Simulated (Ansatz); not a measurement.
# CH8GeS (built from SMILES [CH3][GeH2][SH].[H][H]): search for a transition state

Wanted: the transition state of a four-centre ligand exchange (form Ge1–H7, S2–H6 and break Ge1–S2, H6–H7). The guess is relaxed with those distances held, a saddle search follows, and vibrations and two downhill relaxations check it.

Method: PBE0-D4, def2-SVP first, then def2-TZVP; program: Ansatz 0.2.0, Gaussian basis.

152 further runs of the same task are left out: 152 set aside as unsound or not needed.

## 1. The system as given

The guess: 11 atoms, charge 0, spin multiplicity 1.

Atoms are counted from 1 here; the program's logs count them from 0.

Bond lengths: Ge1–S2 2.538 Å, Ge1–H3 1.556 Å, Ge1–H4 1.522 Å, Ge1–C5 1.979 Å, S2–H6 1.509 Å, S2–H8 1.328 Å, C5–H9 1.087 Å, C5–H10 1.085 Å, C5–H11 1.087 Å. Angles: S2–Ge1–H3 88.5°, S2–Ge1–H4 113.0°, S2–Ge1–C5 113.8°, H3–Ge1–H4 101.3°, H3–Ge1–C5 105.1°, H4–Ge1–C5 126.2°, Ge1–S2–H6 64.2°, Ge1–S2–H8 92.4°, H6–S2–H8 89.9°, Ge1–C5–H9 109.8°, Ge1–C5–H10 110.8°, Ge1–C5–H11 109.3°, H9–C5–H10 109.9°, H9–C5–H11 108.6°, H10–C5–H11 108.4°.

Coordinates:

```xyz
11
charge 0, multiplicity 1
Ge   -0.56600   -0.28600    0.24830
S     1.53690   -1.70050    0.11640
H    -1.33240   -1.43180   -0.47360
H    -1.21570   -0.31410    1.62420
C    -0.58880    1.23030   -1.02350
H     1.68140   -0.37390    0.82180
H     0.96270    0.63830    1.21200
H     1.28130   -2.28890    1.27920
H    -1.50070    1.20100   -1.61410
H    -0.52080    2.17570   -0.49580
H     0.26230    1.14980   -1.69490
```

Distances that are to change: Ge1–H7 2.03 Å, S2–H6 1.51 Å, Ge1–S2 2.54 Å, H6–H7 1.30 Å.

## 2. Relaxing the guess with the reacting distances held

hold/in.yaml

```yaml
crystal:
  periodic: [false, false, false]
  atoms:
    - {symbol: Ge, position_ang: [-0.566000, -0.286000, 0.248300]}
    - {symbol: S, position_ang: [1.536900, -1.700500, 0.116400]}
    - {symbol: H, position_ang: [-1.332400, -1.431800, -0.473600]}
    - {symbol: H, position_ang: [-1.215700, -0.314100, 1.624200]}
    - {symbol: C, position_ang: [-0.588800, 1.230300, -1.023500]}
    - {symbol: H, position_ang: [1.681400, -0.373900, 0.821800]}
    - {symbol: H, position_ang: [0.962700, 0.638300, 1.212000]}
    - {symbol: H, position_ang: [1.281300, -2.288900, 1.279200]}
    - {symbol: H, position_ang: [-1.500700, 1.201000, -1.614100]}
    - {symbol: H, position_ang: [-0.520800, 2.175700, -0.495800]}
    - {symbol: H, position_ang: [0.262300, 1.149800, -1.694900]}
basis:
  gaussian: {orbitals: def2-SVP}
hamiltonian: {xc: pbe0, dispersion: d4}
relax: {f_tol: 0.04, max_steps: 150, escape_saddle: false, constraints: [{distance: [0, 6]}, {distance: [1, 5]}, {distance: [0, 1]}, {distance: [5, 6]}]}
```

Started as:

```sh
> ansatz run in.yaml --threads 4 --pin off --events-out ev --progress --plain --max-ram 9574MiB
```

The runs that follow: A starting Hessian; Saddle search in the small basis; Saddle search in triple zeta; Vibrations at the point found; Relaxing after a step of 0.30 Å one way along the mode; Relaxing after a step of 0.30 Å the other way along the mode.

**Question.** What will these runs give? Wanted: imaginary mode; barrier from the start side; barrier from the end side; energy of the step; pairs that change; zero-point energy at the saddle.

**Answer**, as computed:

| quantity | value |
| --- | --- |
| imaginary mode | 1288i cm⁻¹ |
| barrier from the start side | 228.0 kJ/mol |
| barrier from the end side | 201.3 kJ/mol |
| energy of the step | +26.8 kJ/mol |
| pairs that change | Ge1–H7 formed, S2–H6 formed, Ge1–S2 broken, H6–H7 broken |
| zero-point energy at the saddle | 2.013 eV |

In words: One imaginary mode, 1288i cm⁻¹, makes this a first-order saddle. It joins the planned start and end. At PBE0-D4/def2-TZVP the electronic barrier is 228.0 kJ/mol, about 92 kT at 298 K, and the step runs 26.8 kJ/mol uphill. With so stiff a mode tunnelling counts: Wigner's rough correction is a factor of 2.6 at 298 K. A step off the saddle overshot and began above it in energy, so the link to its end is likely but not proven.
